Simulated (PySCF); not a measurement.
# V²⁺: excitation energy in aug-cc-pVTZ-DK

Each state of vanadium is computed at each level; their differences give the excitation energy. How far do the methods differ?

Method: unrestricted determinants in a Gaussian basis, no spin-orbit coupling in the energies. Code: PySCF 2.14.0.

### Step 1. The atom as given

| Quantity | Value |
| --- | --- |
| Element | vanadium (Z = 23) |
| Basis | aug-cc-pVTZ-DK |
| Hamiltonian | scalar relativity by spin-free X2C-1e |
| State 1 | V²⁺: [Ar] 3d2 4s1, high-spin 4F determinant (an excited configuration) |
| Needed too, but not shown | V²⁺ [Ar] 3d3 (4F) |
| Methods | UHF, LDA, PBE, PBE0, r2SCAN, M06-L, r2SCANh, B2PLYP, M06, MP2 |
| Core shells frozen in the correlated runs | valence: [Ar] (for V²⁺) |

Outer shells as boxes (Hund's rule):

V2+ [Ar] 3d2 4s1
```
[Ar] core
3d [↑ ][↑ ][  ][  ][  ]
4s [↑ ]
```

One driver process ran all states and methods and kept the integrals in memory. Each run is shown as a PySCF script that sums up its settings (the driver passes frozen orbitals as a list and adds second-order terms of double hybrids); the logs are those of the runs themselves. The driver starts from symmetry-adapted Hartree-Fock orbitals, holds the occupation by maximum overlap and uses a logarithmic radial grid for functionals, so a plain start would take other cycles.

The integrals over 93 functions and the set-up took 2.1 s of CPU time.

### Step 2. V²⁺ [Ar] 3d2 4s1: the ladder of methods

UHF:

The input, input.py:

```python
from pyscf import gto, scf, dft, mp, cc
import basis_set_exchange as bse
mol = gto.M(atom="V 0 0 0", charge=2, spin=3, symmetry="D2h",
            basis=gto.basis.parse(bse.get_basis("aug-cc-pVTZ-DK", elements=["V"], fmt="nwchem")),
            nucmod="G")
mf = scf.UHF(mol).sfx2c1e()
mf.irrep_nelec = {'Ag': (5, 3), 'B1g': (1, 0), 'B1u': (2, 2), 'B2u': (2, 2), 'B3u': (2, 2)}
mf.kernel()
```

Log:

```text
damping factor = 0
level_shift factor = 0
DIIS = <class 'pyscf.scf.diis.CDIIS'>
diis_start_cycle = 1
diis_space = 10
diis_damp = 0
SCF conv_tol = 1e-09
SCF conv_tol_grad = None
number electrons alpha = 12  beta = 9
cycle= 1 E= -947.245280581569  delta_E= -0.00775  |g|= 0.0331  |ddm|= 0.049
cycle= 2 E= -947.245501978685  delta_E= -0.000221  |g|= 0.00582  |ddm|= 0.0105
cycle= 3 E= -947.24550970869  delta_E= -7.73e-06  |g|= 0.000236  |ddm|= 0.00936
cycle= 4 E= -947.245509748668  delta_E= -4e-08  |g|= 8.21e-05  |ddm|= 0.000562
cycle= 5 E= -947.245509752127  delta_E= -3.46e-09  |g|= 1.75e-05  |ddm|= 0.000921
cycle= 6 E= -947.245509752334  delta_E= -2.07e-10  |g|= 1.42e-06  |ddm|= 0.000159
converged SCF energy = -947.245509752334  <S^2> = 3.7524244  2S+1 = 4.001212
```

CPU time 22 s on a shared host, the integrals not counted.

The occupied shells:

```csv
shell,electrons,mean orbital energy (eV),spread (eV),rms radius (bohr)
1s α,1,-5544.2,0,0.0768
1s β,1,-5544.1,0,0.0768
2s α,1,-682.85,0,0.332
2s β,1,-681.35,0,0.332
2p α,3,-571.27,0,0.303
2p β,3,-569.89,0,0.303
3s α,1,-113.53,0,1.00
3s β,1,-108.80,0,1.00
3p α,3,-80.694,0,1.08
3p β,3,-75.318,0,1.08
3d α,2,-36.870,0,1.32
4s α,1,-23.179,0,2.92
```

⟨S²⟩ = 3.752, ⟨L²⟩ = 12.03.

Spin-orbit constants on these orbitals (cm⁻¹; bare nucleus, screened nucleus, mean field): 3d 416.5, 235.4, 207.9. To first order in LS coupling the lowest level has J = 3/2 and lies 0.0515 eV below the centre of the term.

LDA:

input.py differs from the last one in:

```diff
@@ -5,3 +5,3 @@
             nucmod="G")
-mf = scf.UHF(mol).sfx2c1e()
+mf = dft.UKS(mol, xc="LDA,VWN").sfx2c1e()
 mf.irrep_nelec = {'Ag': (5, 3), 'B1g': (1, 0), 'B1u': (2, 2), 'B2u': (2, 2), 'B3u': (2, 2)}
```

Log:

```text
damping factor = 0
level_shift factor = 0
DIIS = <class 'pyscf.scf.diis.CDIIS'>
diis_start_cycle = 1
diis_space = 10
diis_damp = 0
SCF conv_tol = 1e-09
SCF conv_tol_grad = None
number electrons alpha = 12  beta = 9
XC functionals = LDA,VWN
    P. A. M. Dirac.,  Math. Proc. Cambridge Philos. Soc. 26, 376 (1930)
    F. Bloch.,  Z. Phys. 57, 545 (1929)
    S. H. Vosko, L. Wilk, and M. Nusair.,  Can. J. Phys. 58, 1200 (1980)
cycle= 1 E= -945.943654111235  delta_E= -0.01  |g|= 0.0159  |ddm|= 2.26
cycle= 2 E= -945.943673558723  delta_E= -1.94e-05  |g|= 0.00785  |ddm|= 0.24
cycle= 3 E= -945.943686868588  delta_E= -1.33e-05  |g|= 0.00164  |ddm|= 0.0966
cycle= 4 E= -945.943687517744  delta_E= -6.49e-07  |g|= 1.16e-05  |ddm|= 0.017
cycle= 5 E= -945.943687517811  delta_E= -6.64e-11  |g|= 1.24e-06  |ddm|= 0.000266
converged SCF energy = -945.943687517811  <S^2> = 3.7501132  2S+1 = 4.0000566
```

It used 1.2 s of CPU time after the integrals (shared host).

PBE:

input.py differs from the last one in:

```diff
@@ -5,3 +5,3 @@
             nucmod="G")
-mf = dft.UKS(mol, xc="LDA,VWN").sfx2c1e()
+mf = dft.UKS(mol, xc="PBE").sfx2c1e()
 mf.irrep_nelec = {'Ag': (5, 3), 'B1g': (1, 0), 'B1u': (2, 2), 'B2u': (2, 2), 'B3u': (2, 2)}
```

Log:

```text
damping factor = 0
level_shift factor = 0
DIIS = <class 'pyscf.scf.diis.CDIIS'>
diis_start_cycle = 1
diis_space = 10
diis_damp = 0
SCF conv_tol = 1e-09
SCF conv_tol_grad = None
number electrons alpha = 12  beta = 9
XC functionals = PBE
    J. P. Perdew, K. Burke, and M. Ernzerhof.,  Phys. Rev. Lett. 77, 3865 (1996)
    J. P. Perdew, K. Burke, and M. Ernzerhof.,  Phys. Rev. Lett. 78, 1396 (1997)
    J. P. Perdew, K. Burke, and M. Ernzerhof.,  Phys. Rev. Lett. 77, 3865 (1996)
    J. P. Perdew, K. Burke, and M. Ernzerhof.,  Phys. Rev. Lett. 78, 1396 (1997)
cycle= 1 E= -947.945844650926  delta_E= -0.00734  |g|= 0.00749  |ddm|= 2.18
cycle= 2 E= -947.945857279421  delta_E= -1.26e-05  |g|= 0.00215  |ddm|= 0.0343
cycle= 3 E= -947.945858096949  delta_E= -8.18e-07  |g|= 0.00123  |ddm|= 0.0349
cycle= 4 E= -947.945858454937  delta_E= -3.58e-07  |g|= 2.92e-05  |ddm|= 0.0124
cycle= 5 E= -947.945858455252  delta_E= -3.15e-10  |g|= 1.1e-06  |ddm|= 0.000385
converged SCF energy = -947.945858455252  <S^2> = 3.7503204  2S+1 = 4.0001602
```

It used 1.7 s of CPU time after the integrals (shared host).

PBE0:

input.py differs from the last one in:

```diff
@@ -5,3 +5,3 @@
             nucmod="G")
-mf = dft.UKS(mol, xc="PBE").sfx2c1e()
+mf = dft.UKS(mol, xc="PBE0").sfx2c1e()
 mf.irrep_nelec = {'Ag': (5, 3), 'B1g': (1, 0), 'B1u': (2, 2), 'B2u': (2, 2), 'B3u': (2, 2)}
```

Log:

```text
damping factor = 0
level_shift factor = 0
DIIS = <class 'pyscf.scf.diis.CDIIS'>
diis_start_cycle = 1
diis_space = 10
diis_damp = 0
SCF conv_tol = 1e-09
SCF conv_tol_grad = None
number electrons alpha = 12  beta = 9
XC functionals = PBE0
    C. Adamo and V. Barone.,  J. Chem. Phys. 110, 6158 (1999)
    M. Ernzerhof and G. E. Scuseria.,  J. Chem. Phys. 110, 5029 (1999)
cycle= 1 E= -947.985332438414  delta_E= -0.00524  |g|= 0.0106  |ddm|=  1.5
cycle= 2 E= -947.98537646805  delta_E= -4.4e-05  |g|= 0.0045  |ddm|= 0.0376
cycle= 3 E= -947.985380936356  delta_E= -4.47e-06  |g|= 0.00099  |ddm|= 0.061
cycle= 4 E= -947.985381220453  delta_E= -2.84e-07  |g|= 3.73e-05  |ddm|= 0.00701
cycle= 5 E= -947.985381221292  delta_E= -8.39e-10  |g|= 5.51e-06  |ddm|= 0.000524
converged SCF energy = -947.985381221292  <S^2> = 3.7506452  2S+1 = 4.0003226
```

CPU time 1.9 s on a shared host, the integrals not counted.

r2SCAN:

input.py differs from the last one in:

```diff
@@ -5,3 +5,3 @@
             nucmod="G")
-mf = dft.UKS(mol, xc="PBE0").sfx2c1e()
+mf = dft.UKS(mol, xc="R2SCAN").sfx2c1e()
 mf.irrep_nelec = {'Ag': (5, 3), 'B1g': (1, 0), 'B1u': (2, 2), 'B2u': (2, 2), 'B3u': (2, 2)}
```

Log:

```text
damping factor = 0
level_shift factor = 0
DIIS = <class 'pyscf.scf.diis.CDIIS'>
diis_start_cycle = 1
diis_space = 10
diis_damp = 0
SCF conv_tol = 1e-09
SCF conv_tol_grad = None
number electrons alpha = 12  beta = 9
XC functionals = R2SCAN
    J. W. Furness, A. D. Kaplan, J. Ning, J. P. Perdew, and J. Sun.,  J. Phys. Chem. Lett. 11, 8208-8215 (2020)
    J. W. Furness, A. D. Kaplan, J. Ning, J. P. Perdew, and J. Sun.,  J. Phys. Chem. Lett. 11, 9248-9248 (2020)
    J. W. Furness, A. D. Kaplan, J. Ning, J. P. Perdew, and J. Sun.,  J. Phys. Chem. Lett. 11, 8208-8215 (2020)
    J. W. Furness, A. D. Kaplan, J. Ning, J. P. Perdew, and J. Sun.,  J. Phys. Chem. Lett. 11, 9248-9248 (2020)
cycle= 1 E= -948.147570073098  delta_E= -0.00686  |g|= 0.00929  |ddm|= 1.29
cycle= 2 E= -948.147612102902  delta_E= -4.2e-05  |g|= 0.00101  |ddm|= 0.118
cycle= 3 E= -948.147613057611  delta_E= -9.55e-07  |g|= 0.000151  |ddm|= 0.012
cycle= 4 E= -948.14761307182  delta_E= -1.42e-08  |g|= 6.59e-05  |ddm|= 0.0027
cycle= 5 E= -948.14761307303  delta_E= -1.21e-09  |g|= 9.82e-06  |ddm|= 0.000597
cycle= 6 E= -948.147613073064  delta_E= -3.41e-11  |g|= 2.27e-07  |ddm|= 0.000109
converged SCF energy = -948.147613073064  <S^2> = 3.7508874  2S+1 = 4.0004437
```

It used 3.3 s of CPU time after the integrals (shared host).

M06-L:

input.py differs from the last one in:

```diff
@@ -5,3 +5,3 @@
             nucmod="G")
-mf = dft.UKS(mol, xc="R2SCAN").sfx2c1e()
+mf = dft.UKS(mol, xc="M06L").sfx2c1e()
 mf.irrep_nelec = {'Ag': (5, 3), 'B1g': (1, 0), 'B1u': (2, 2), 'B2u': (2, 2), 'B3u': (2, 2)}
```

Log:

```text
damping factor = 0
level_shift factor = 0
DIIS = <class 'pyscf.scf.diis.CDIIS'>
diis_start_cycle = 1
diis_space = 10
diis_damp = 0
SCF conv_tol = 1e-09
SCF conv_tol_grad = None
number electrons alpha = 12  beta = 9
XC functionals = M06L
    Y. Zhao and D. G. Truhlar.,  J. Chem. Phys. 125, 194101 (2006)
    Y. Zhao and D. G. Truhlar.,  J. Chem. Phys. 125, 194101 (2006)
    Y. Zhao and D. G. Truhlar.,  Theor. Chem. Acc. 120, 215 (2008)
cycle= 1 E= -948.109643040938  delta_E= -0.0056  |g|= 0.00936  |ddm|= 1.24
cycle= 2 E= -948.109688380485  delta_E= -4.53e-05  |g|= 0.00277  |ddm|= 0.172
cycle= 3 E= -948.109690210486  delta_E= -1.83e-06  |g|= 0.00143  |ddm|= 0.0431
cycle= 4 E= -948.109690720291  delta_E= -5.1e-07  |g|= 2.79e-05  |ddm|= 0.0121
cycle= 5 E= -948.109690720819  delta_E= -5.28e-10  |g|= 4.42e-06  |ddm|= 0.00047
converged SCF energy = -948.109690720819  <S^2> = 3.7508257  2S+1 = 4.0004128
```

CPU time 3.3 s on a shared host, the integrals not counted.

r2SCANh:

input.py differs from the last one in:

```diff
@@ -5,3 +5,3 @@
             nucmod="G")
-mf = dft.UKS(mol, xc="M06L").sfx2c1e()
+mf = dft.UKS(mol, xc="HYB_MGGA_XC_R2SCANH").sfx2c1e()
 mf.irrep_nelec = {'Ag': (5, 3), 'B1g': (1, 0), 'B1u': (2, 2), 'B2u': (2, 2), 'B3u': (2, 2)}
```

Log:

```text
damping factor = 0
level_shift factor = 0
DIIS = <class 'pyscf.scf.diis.CDIIS'>
diis_start_cycle = 1
diis_space = 10
diis_damp = 0
SCF conv_tol = 1e-09
SCF conv_tol_grad = None
number electrons alpha = 12  beta = 9
XC functionals = HYB_MGGA_XC_R2SCANH
    M. Bursch, H. Neugebauer, S. Ehlert, and S. Grimme.,  J. Chem. Phys. 156, 134105 (2022)
cycle= 1 E= -948.144065170883  delta_E= -0.00632  |g|= 0.0101  |ddm|= 1.17
cycle= 2 E= -948.144114066369  delta_E= -4.89e-05  |g|= 0.00173  |ddm|= 0.092
cycle= 3 E= -948.14411535466  delta_E= -1.29e-06  |g|= 0.000898  |ddm|= 0.0326
cycle= 4 E= -948.144115558651  delta_E= -2.04e-07  |g|= 5.69e-05  |ddm|= 0.00785
cycle= 5 E= -948.14411556128  delta_E= -2.63e-09  |g|= 6.48e-06  |ddm|= 0.000804
cycle= 6 E= -948.144115561302  delta_E= -2.18e-11  |g|= 1.8e-07  |ddm|= 8.26e-05
converged SCF energy = -948.144115561302  <S^2> = 3.7509887  2S+1 = 4.0004943
```

CPU time 3.7 s on a shared host, the integrals not counted.

B2PLYP:

input.py differs from the last one in:

```diff
@@ -5,3 +5,3 @@
             nucmod="G")
-mf = dft.UKS(mol, xc="HYB_MGGA_XC_R2SCANH").sfx2c1e()
+mf = dft.UKS(mol, xc="0.53*HF + 0.47*B88, 0.73*LYP").sfx2c1e()
 mf.irrep_nelec = {'Ag': (5, 3), 'B1g': (1, 0), 'B1u': (2, 2), 'B2u': (2, 2), 'B3u': (2, 2)}
```

Log:

```text
damping factor = 0
level_shift factor = 0
DIIS = <class 'pyscf.scf.diis.CDIIS'>
diis_start_cycle = 1
diis_space = 10
diis_damp = 0
SCF conv_tol = 1e-09
SCF conv_tol_grad = None
number electrons alpha = 12  beta = 9
XC functionals = 0.53*HF + 0.47*B88, 0.73*LYP
    A. D. Becke.,  Phys. Rev. A 38, 3098 (1988)
    C. Lee, W. Yang, and R. G. Parr.,  Phys. Rev. B 37, 785 (1988)
    B. Miehlich, A. Savin, H. Stoll, and H. Preuss.,  Chem. Phys. Lett. 157, 200 (1989)
cycle= 1 E= -947.943837202202  delta_E= -0.00518  |g|= 0.0158  |ddm|= 1.09
cycle= 2 E= -947.943905365626  delta_E= -6.82e-05  |g|= 0.00264  |ddm|= 0.0376
cycle= 3 E= -947.943907344934  delta_E= -1.98e-06  |g|= 0.001  |ddm|= 0.0391
cycle= 4 E= -947.943907581859  delta_E= -2.37e-07  |g|= 4.77e-05  |ddm|= 0.00974
cycle= 5 E= -947.943907584202  delta_E= -2.34e-09  |g|= 5.8e-06  |ddm|= 0.000619
cycle= 6 E= -947.943907584218  delta_E= -1.59e-11  |g|= 4.1e-07  |ddm|= 8.9e-05
converged SCF energy = -947.943907584218  <S^2> = 3.7512222  2S+1 = 4.000611
```

CPU time 2.5 s on a shared host, the integrals not counted.

Script and log cover the SCF part. The PT2 part, added by the driver, -0.01282 hartree before scaling by 0.27, brings the total to -947.947370 hartree.

M06:

input.py differs from the last one in:

```diff
@@ -5,3 +5,3 @@
             nucmod="G")
-mf = dft.UKS(mol, xc="0.53*HF + 0.47*B88, 0.73*LYP").sfx2c1e()
+mf = dft.UKS(mol, xc="M06").sfx2c1e()
 mf.irrep_nelec = {'Ag': (5, 3), 'B1g': (1, 0), 'B1u': (2, 2), 'B2u': (2, 2), 'B3u': (2, 2)}
```

Log:

```text
damping factor = 0
level_shift factor = 0
DIIS = <class 'pyscf.scf.diis.CDIIS'>
diis_start_cycle = 1
diis_space = 10
diis_damp = 0
SCF conv_tol = 1e-09
SCF conv_tol_grad = None
number electrons alpha = 12  beta = 9
XC functionals = M06
    Y. Zhao and D. G. Truhlar.,  Theor. Chem. Acc. 120, 215 (2008)
    Y. Zhao and D. G. Truhlar.,  Theor. Chem. Acc. 120, 215 (2008)
cycle= 1 E= -948.121976249705  delta_E= -0.00495  |g|= 0.00687  |ddm|=  1.7
cycle= 2 E= -948.121996377777  delta_E= -2.01e-05  |g|= 0.00217  |ddm|= 0.0465
cycle= 3 E= -948.121997427769  delta_E= -1.05e-06  |g|= 0.000837  |ddm|= 0.0322
cycle= 4 E= -948.121997596546  delta_E= -1.69e-07  |g|= 2.19e-05  |ddm|= 0.00784
cycle= 5 E= -948.121997596814  delta_E= -2.68e-10  |g|= 1.65e-06  |ddm|= 0.000193
converged SCF energy = -948.121997596814  <S^2> = 3.7503456  2S+1 = 4.0001728
```

CPU time 3.5 s on a shared host, the integrals not counted.

### Step 3. V²⁺ [Ar] 3d2 4s1, continued

MP2 (valence):

input.py, as its differences from that of step 2:

```diff
@@ -5,4 +5,5 @@
             nucmod="G")
-mf = dft.UKS(mol, xc="M06").sfx2c1e()
+mf = scf.UHF(mol).sfx2c1e()
 mf.irrep_nelec = {'Ag': (5, 3), 'B1g': (1, 0), 'B1u': (2, 2), 'B2u': (2, 2), 'B3u': (2, 2)}
 mf.kernel()
+mp.UMP2(mf, frozen=9).kernel()
```

This step left no log, only its results.

CPU time 0.13 s on a shared host, the integrals not counted.

With 3 electrons correlated, the MP2 correlation energy is -0.01070 hartree (-0.01070 same spin, 0.00000 opposite spin); the SCS form gives -0.00357. Largest pairs of shells: 3d-4s -0.0063, 3d-3d -0.0044, 4s-4s 0.0000.

Radial density 4πr²ρ of V²⁺ at UHF:

```csv
r (bohr),density,spin density
0.00118,0.190,0.000
0.00199,0.484,0.000
0.00335,1.21,0.001
0.00563,2.91,0.002
0.00947,6.58,0.004
0.0159,13.3,0.008
0.0268,22.3,0.012
0.0450,27.5,0.011
0.0758,23.0,0.001
0.127,22.2,0.022
0.214,29.9,0.130
0.361,16.6,0.483
0.607,9.51,1.426
1.02,9.89,1.570
1.72,2.22,0.879
2.89,0.496,0.477
4.85,0.0420,0.042
8.17,0.000203,0.000
```

### Step 4. The energy differences

Excitation energy: V²⁺ [Ar] 3d3 (4F) → V²⁺ [Ar] 3d2 4s1 (4F).

```csv
method,value (eV)
UHF,5.064
LDA,5.549
PBE,5.497
PBE0,5.565
r2SCAN,5.753
M06-L,6.489
r2SCANh,5.740
B2PLYP,5.371
M06,6.229
MP2 (valence),5.262
SCS-MP2 (valence),5.130
```

A first-order spin-orbit estimate (lowest level to lowest level, LS coupling) adds -0.007 eV.

The differences also use runs on V²⁺ [Ar] 3d3 (4F), which are not shown here.

### Step 5. Outcome

| quantity | value |
| --- | --- |
| excitation energy, V²⁺ → [Ar] 3d2 4s1 | UHF 5.064, MP2 (valence) 5.262 eV |

**Reading.** The methods span 1.426 eV, from UHF (5.064) to M06-L (6.489). No reference value is at hand in this session. All values hold for this basis alone; no basis-set limit was taken.
